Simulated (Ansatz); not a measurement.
# Si2H6O + HF: a complex and its separated parts

The complex below is one end of an elementary step. How strongly is it bound against its free parts?

Program: Ansatz 0.2.0, Gaussian basis. Level of theory: PBE0-D4/def2-TZVP structures, single points in def2-TZVPP, no counterpoise correction. These are calculated values, not measurements.

Levels: SPW92, PBE-D4, BLYP-D4, r2SCAN-D4, B97M-V, PBE0-D4, B3LYP-D4, r2SCAN0-D4, BHLYP-D4, CAM-B3LYP-D4, wB97X-V, wB97M-V, B2PLYP, PBE-QIDH, RPA on PBE, Hartree-Fock, MP2, CCSD, CCSD(T).

Cores are frozen in the correlated methods. B3LYP uses VWN-RPA correlation. B2PLYP carries no dispersion term here.

94 further runs of the same task are left out: 94 set aside as unsound or not needed.

## (1) The system as given

The complex: 11 atoms, charge 0, spin multiplicity 1.

Atoms are counted from 1 here; the program's logs count them from 0.

Bond lengths: Si1–H3 1.489 Å, Si1–H4 1.489 Å, Si1–Si5 2.339 Å, Si1–O7 1.677 Å, F2–H6 0.942 Å, Si5–H8 1.483 Å, Si5–H9 1.490 Å, Si5–H10 1.483 Å, O7–H11 0.959 Å. Angles: H3–Si1–H4 107.3°, H3–Si1–Si5 111.9°, H3–Si1–O7 109.1°, H4–Si1–Si5 111.9°, H4–Si1–O7 109.2°, Si5–Si1–O7 107.4°, Si1–Si5–H8 110.7°, Si1–Si5–H9 106.1°, Si1–Si5–H10 110.7°, H8–Si5–H9 109.2°, H8–Si5–H10 110.8°, H9–Si5–H10 109.2°, Si1–O7–H11 118.7°.

Geometry (Å):

```
Si   -0.8798   -0.5001   -0.5526
F     1.3401    2.2694    0.0781
H    -0.7490   -1.4376   -1.7025
H    -2.2728   -0.6189   -0.0390
Si    0.7030   -0.9381    1.1135
H     0.6085    1.9377   -0.4142
O    -0.6228    1.0678   -1.0893
H     0.5315   -0.0080    2.2564
H     0.4436   -2.3314    1.5723
H     2.0789   -0.8525    0.5658
H    -1.1813    1.4118   -1.7885
```

Its parts: Si2H6O holds atoms 1, 3, 4, 5, 7, 8, 9, 10, 11; HF holds atoms 2, 6. Each part counts its atoms afresh in its own runs.

## (2) Relaxing Si2H6O alone

Input file relax-a/in.yaml:

```yaml
crystal:
  periodic: [false, false, false]
  atoms:
    - {symbol: Si, position_ang: [-0.879755, -0.500063, -0.552554]}
    - {symbol: H, position_ang: [-0.748983, -1.437646, -1.702508]}
    - {symbol: H, position_ang: [-2.272781, -0.618898, -0.038971]}
    - {symbol: Si, position_ang: [0.703024, -0.938095, 1.113532]}
    - {symbol: O, position_ang: [-0.622772, 1.067782, -1.089299]}
    - {symbol: H, position_ang: [0.531541, -0.008050, 2.256378]}
    - {symbol: H, position_ang: [0.443608, -2.331361, 1.572274]}
    - {symbol: H, position_ang: [2.078854, -0.852509, 0.565834]}
    - {symbol: H, position_ang: [-1.181340, 1.411805, -1.788491]}
basis:
  gaussian: {orbitals: def2-TZVP}
hamiltonian: {xc: pbe0, dispersion: d4}
relax: {f_tol: 0.005, max_steps: 200}
```

Started as:

```console
$ ansatz run in.yaml --threads 4 --pin off --events-out ev --progress --plain --max-ram 9574MiB
```

After this run come: Relaxing HF alone; SPW92/def2-TZVPP; PBE-D4/def2-TZVPP; BLYP-D4/def2-TZVPP; r2SCAN-D4/def2-TZVPP; B97M-V/def2-TZVPP; PBE0-D4/def2-TZVPP; B3LYP-D4/def2-TZVPP; r2SCAN0-D4/def2-TZVPP; BHLYP-D4/def2-TZVPP; CAM-B3LYP-D4/def2-TZVPP; wB97X-V/def2-TZVPP; wB97M-V/def2-TZVPP; B2PLYP/def2-TZVPP; PBE-QIDH/def2-TZVPP; RPA on PBE/def2-TZVPP; CCSD(T)/def2-TZVPP; Vibrations of Si2H6O; Vibrations of HF.

What does the calculation give? Wanted: complex less parts, CCSD(T)/def2-TZVPP; with zero-point energy; largest T1 diagnostic.

The runs gave:

| quantity | value |
| --- | --- |
| complex less parts, CCSD(T)/def2-TZVPP | -8.5 kcal/mol |
| with zero-point energy | -6.4 kcal/mol |
| largest T1 diagnostic | 0.012 |

What this shows: At CCSD(T) the complex lies 8.5 kcal/mol below its parts. Among the functionals B2PLYP lands nearest to CCSD(T) (-0.1 kcal/mol) and SPW92 farthest (-5.8 kcal/mol). Mean unsigned error by rung: LDA 5.8, GGA 1.4, meta-GGA 0.7, hybrid 1.1, range-separated hybrid 1.3, double hybrid 0.2 kcal/mol. PBE-D4 gives a relative energy 1.6 kcal/mol too low, outside chemical accuracy (1 kcal/mol). No counterpoise was applied, and triple zeta lacks some correlation, so the CCSD(T) reference has a basis error of its own, and close matches with it are partly luck.
